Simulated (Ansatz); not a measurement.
# LaPb3: the cost of one run

Program: Ansatz 0.2.0. Level of theory: DFT PBEsol, scalar-relativistic. These are calculated values, not measurements.

### Step 1. The starting structure

It takes space group Pm-3m (No. 221, cubic). The conventional cell has a = 4.906 Å, b = 4.906 Å, c = 4.906 Å, α = 90.00°, β = 90.00°, γ = 90.00°. La (site symmetry m-3m) is surrounded by 12 Pb at 3.47 Å. Pb (site symmetry 4/mmm) is surrounded by 4 La at 3.47 Å and 8 Pb at 3.47 Å.

As a file:

```cif
data_structure
_symmetry_space_group_name_H-M 'P 1'
_symmetry_Int_Tables_number 1
_cell_length_a 4.9060
_cell_length_b 4.9060
_cell_length_c 4.9060
_cell_angle_alpha 90.000
_cell_angle_beta 90.000
_cell_angle_gamma 90.000
_cell_volume 118.08
loop_
_atom_site_label
_atom_site_type_symbol
_atom_site_fract_x
_atom_site_fract_y
_atom_site_fract_z
_atom_site_occupancy
La1 La 0.00000 0.00000 0.00000 1
Pb1 Pb 0.00000 0.50000 0.50000 1
Pb2 Pb 0.50000 0.00000 0.50000 1
Pb3 Pb 0.50000 0.50000 0.00000 1
```

Atoms are numbered in the order of the input: La1, Pb2, Pb3, Pb4.

### Step 2. Volume × 0.96, LAPW

input.yaml

```yaml
crystal:
  lattice:
    - [4.8396945747, 0.0, 0.0]
    - [0.0, 4.8396945747, 0.0]
    - [0.0, 0.0, 4.8396945747]
  atoms:
    - { symbol: La, position: [0.0, 0.0, 0.0] }
    - { symbol: Pb, position: [0.0, 0.5, 0.5] }
    - { symbol: Pb, position: [0.5, 0.0, 0.5] }
    - { symbol: Pb, position: [0.5, 0.5, 0.0] }
kpoints:
  mp_grid: { grid: [7, 7, 7] }
  band_path:
    path:
      - [0.0, 0.0, 0.0]
      - [0.0, 0.5, 0.0]
      - [0.5, 0.5, 0.0]
      - [0.0, 0.0, 0.0]
      - [0.5, 0.5, 0.5]
      - [0.0, 0.5, 0.0]
      - [0.5, 0.5, 0.5]
      - [0.5, 0.5, 0.0]
    npoints: 5
scf:
  occupations: { method: fermi_dirac, width: 0.05 }
hamiltonian:
  xc: pbesol
  pseudopotentials: { kind: all_electron, lapw: { basis_error: 0.001 } }
output:
  forces: true
  stress: true
  eigenvalues: true
```

Command:

```sh
$ ansatz run input.yaml --threads 1 --pin off --max-ram 4096MiB --backend cpu --events-out ev --progress --plain --runs-dir out
```

What time and memory should one allow on 1 thread of Intel Xeon 6975P-C (Granite Rapids), shared host?

About 31 s, with a peak of 0.51 GiB.
